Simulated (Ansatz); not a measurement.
# ClFeH10O5: the cost of one run

Computed with Ansatz 0.2.0 (the levels named in each step, unless a step's input says otherwise).

## 1. Starting point

Bond lengths: Cl6–Fe7 2.118 Å, O1–H8 0.963 Å, O1–H9 0.960 Å, O2–H10 0.963 Å, O2–H11 0.962 Å, O3–H12 0.963 Å, O3–H13 0.961 Å, O4–H14 0.962 Å, O4–H15 0.962 Å, O5–H16 0.962 Å, O5–H17 0.963 Å. Angles: H8–O1–H9 106.7°, H10–O2–H11 107.2°, H12–O3–H13 106.5°, H14–O4–H15 106.2°, H16–O5–H17 106.1°.

Structure file:

```xyz
17

O     1.0889   -2.1213   -0.6444
O    -0.9981   -0.7579   -2.0415
O     0.0695   -0.7034    2.3783
O    -2.3254   -0.6457    0.6168
O     2.4723    0.2551   -0.1138
Cl   -0.1216    2.0575   -0.2148
Fe   -0.0287   -0.0384    0.0727
H     2.0095   -1.8678   -0.7720
H     1.0858   -2.8320    0.0012
H    -0.5178   -1.5242   -2.3721
H    -1.0283   -0.1123   -2.7536
H    -0.7369   -1.1742    2.6138
H     0.2162   -0.0509    3.0691
H    -2.9130    0.1123    0.6938
H    -2.6758   -1.1854   -0.0989
H     2.9305    0.4294    0.7134
H     2.6200    1.0283   -0.6687
```

## 2. A rough first relaxation, PBE-D4/def2-SVP

Contents of input.yaml:

```yaml
crystal:
  periodic: [false, false, false]
  atoms:
    - { symbol: O, position_ang: [1.08889, -2.12127, -0.64441] }
    - { symbol: O, position_ang: [-0.99807, -0.75789, -2.04154] }
    - { symbol: O, position_ang: [0.06947, -0.7034, 2.37827] }
    - { symbol: O, position_ang: [-2.32542, -0.64574, 0.6168] }
    - { symbol: O, position_ang: [2.47233, 0.25511, -0.1138] }
    - { symbol: Cl, position_ang: [-0.12162, 2.05755, -0.21483] }
    - { symbol: Fe, position_ang: [-0.02868, -0.03839, 0.07274] }
    - { symbol: H, position_ang: [2.00948, -1.86779, -0.77204] }
    - { symbol: H, position_ang: [1.0858, -2.83204, 0.00122] }
    - { symbol: H, position_ang: [-0.51775, -1.52417, -2.37209] }
    - { symbol: H, position_ang: [-1.02831, -0.11225, -2.75365] }
    - { symbol: H, position_ang: [-0.73686, -1.17422, 2.61382] }
    - { symbol: H, position_ang: [0.21622, -0.05094, 3.06908] }
    - { symbol: H, position_ang: [-2.91299, 0.11225, 0.69385] }
    - { symbol: H, position_ang: [-2.67584, -1.18542, -0.09888] }
    - { symbol: H, position_ang: [2.93048, 0.42942, 0.71337] }
    - { symbol: H, position_ang: [2.62002, 1.02834, -0.66869] }
magnetization:
  spin_polarized: true
  initial_magnetization: 4
total_charge: 1
basis:
  gaussian: { orbitals: def2-SVP }
hamiltonian:
  xc: pbe
  dispersion: d4
relax:
  f_tol: 0.03
  max_steps: 200
```

Command:

```bash
$ ansatz run input.yaml --threads 4 --pin off --max-ram 10240MiB --backend cpu --events-out ev --progress --plain --runs-dir out
```

What time and memory should one allow on 4 threads of Arm Neoverse V2, shared host?

About 4.6 min, with a peak of 0.6 GiB.
